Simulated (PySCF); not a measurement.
# Dy (Dy2+): the cost of one run

Programs: PySCF 2.14.0, with routines of our own; each step states its level. All values are computed. Atoms count from 0.

### Step 1. The system as given

1 atom, charge 2, states of the metal's open shell are computed; geometry from: free ion.

### Step 2. Ligand-field states: state-averaged CASSCF

What the job is given:

```
{"job": {"kind": "lf", "basis": {"metal": "x2c-TZVPall", "ligand": "x2c-SVPall"}, "nevpt": false}, "charge": 2, "metal": "Dy", "open_shell": "f10"}
Dy     0.000000     0.000000     0.000000
```

With the program's defaults for keys left out, this is: state-averaged CASSCF of the metal f shell, state-interaction spin-orbit coupling.

Run with:

```
$ OMP_NUM_THREADS=1 python lf_run.py task.json out
```

One launch serves the whole session: the jobs run in the order shown.

**Question.** How long does this first job take on 1 thread of Arm Neoverse N1, shared host, and how much memory does it need?

About 21 s, with a peak of 0.35 GiB.
